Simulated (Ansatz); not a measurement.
**SiH3Cl (chlorosilane) at HF/STO-3G**

Aim: the electronic atomisation energy of SiH3Cl (chlorosilane) at HF/STO-3G, from 4 runs. 

The results are computed with Ansatz 0.2.0.

15 further runs of the same task are left out: 15 set aside as unsound or not needed.

### Step 1. The system as given

SiH3Cl has 5 atoms, charge 0, and is taken as a singlet. As SMILES, `[SiH3]Cl`. The shape is that of a PBE0-D4/def2-TZVP optimisation.

Bond lengths: Si1–Cl2 2.054 Å, Si1–H3 1.481 Å, Si1–H4 1.481 Å, Si1–H5 1.481 Å. Angles: Cl2–Si1–H3 108.5°, Cl2–Si1–H4 108.5°, Cl2–Si1–H5 108.5°, H3–Si1–H4 110.4°, H3–Si1–H5 110.4°, H4–Si1–H5 110.4°.

### Step 2. A single-point energy at HF/STO-3G

The input, molecule.yaml:

```yaml
crystal:
  periodic: [false, false, false]
  atoms:
    - symbol: Si
      position_ang: [-0.112000, 0.018600, -0.030900]
    - symbol: Cl
      position_ang: [1.838300, -0.513500, 0.329900]
    - symbol: H
      position_ang: [-0.950900, -0.488300, 1.079100]
    - symbol: H
      position_ang: [-0.534700, -0.585700, -1.314900]
    - symbol: H
      position_ang: [-0.190800, 1.495400, -0.104700]
basis:
  gaussian:
    orbitals: STO-3G
hamiltonian:
  xc: hf
accuracy: high
output: {orbitals: {seedname: orbitals}}
```

Run with:

```
$ ansatz run molecule.yaml --threads 1 --pin off --max-ram 2610MiB --events-out events.jsonl --progress --plain --runs-dir runs
```

What it wrote:

```text
Warning: RAYON_NUM_THREADS=1 ignored (pool sized by the plan → 1); use --threads N
Functional definition: HF
  name "HF"
  exchange = exact_x
  correlation = 0
364 factors; integrals over basis functions are off by at most 9.2e-9 eV
mean field evaluation 1: about -20189.2112 eV, gradient 1.3e1 eV
mean field evaluation 2: about -20189.2239 eV, gradient 1.3e1 eV
mean field evaluation 4: about -20190.0901 eV, gradient 5.0e-1 eV
mean field evaluation 8: about -20190.0916 eV, gradient 1.5e-6 eV
mean field -20190.09160878 eV, -741.9721812869 hartree, gradient 4.6e-8 eV, S^2 0.000000; 0 other end points of the search recorded, 0 dependent functions left out
reference -20190.09160878 eV, -741.9721812869 hartree; 17, 17 occupied and 4, 4 virtual orbitals, 364 factors
Total energy: -20190.09160878 eV, -741.9721812869 hartree
```

It took 0.1 s on 1 thread of AMD EPYC 9R45 (Zen 5), shared host.

### Step 3. The Cl atom at the same level

The input, molecule.yaml:

```yaml
crystal:
  periodic: [false, false, false]
  atoms:
    - {symbol: Cl, position_ang: [0.000000, 0.000000, 0.000000]}
basis:
  gaussian:
    orbitals: STO-3G
magnetization:
  spin_polarized: true
  initial_magnetization: 1
hamiltonian:
  xc: hf
accuracy: high
```

Run the same way, it converges to -454.54219 Eh (log not shown).

### Step 4. The H atom, same level

The input, molecule.yaml:

```yaml
crystal:
  periodic: [false, false, false]
  atoms:
    - symbol: H
      position_ang: [0.000000, 0.000000, 0.000000]
basis:
  gaussian:
    orbitals: STO-3G
hamiltonian:
  xc: hf
accuracy: high
magnetization:
  spin_polarized: true
  initial_magnetization: 1
```

Run the same way, it converges to -0.46658 Eh (log not shown).

### Step 5. The Si atom

The input, job.yaml:

```yaml
crystal:
  periodic: [false, false, false]
  atoms:
    - {symbol: Si, position_ang: [0.000000, 0.000000, 0.000000]}
basis:
  gaussian: {orbitals: STO-3G}
magnetization: {spin_polarized: true, initial_magnetization: 2}
hamiltonian: {xc: hf}
accuracy: high
```

Run the same way, it converges to -285.46622 Eh (log not shown).

### Step 6. What came out

Level: HF/STO-3G.

| quantity | value |
| --- | --- |
| molecule: total energy | -741.97218 Eh |
| molecule: HOMO energy | -10.15 eV |
| molecule: LUMO energy | 9.58 eV |
| molecule: HOMO–LUMO gap | 19.73 eV |
| Cl atom: total energy | -454.54219 Eh |
| Cl atom: ⟨S²⟩ | 0.750 |
| H atom: total energy | -0.46658 Eh |
| H atom: ⟨S²⟩ | 0.750 |
| Si atom: total energy | -285.46622 Eh |
| Si atom: ⟨S²⟩ | 2.000 |
| electronic atomisation energy | 15.348 eV |

In words: Taking the molecule apart into free atoms costs 15.35 eV (354 kcal/mol), before zero-point energy and without spin-orbit coupling. Hartree–Fock lacks the correlation of the bonding pairs, which as a rule makes this value much too low; in minimal bases other errors can mask that. In a minimal basis such a difference can be off by several eV, whatever the method.
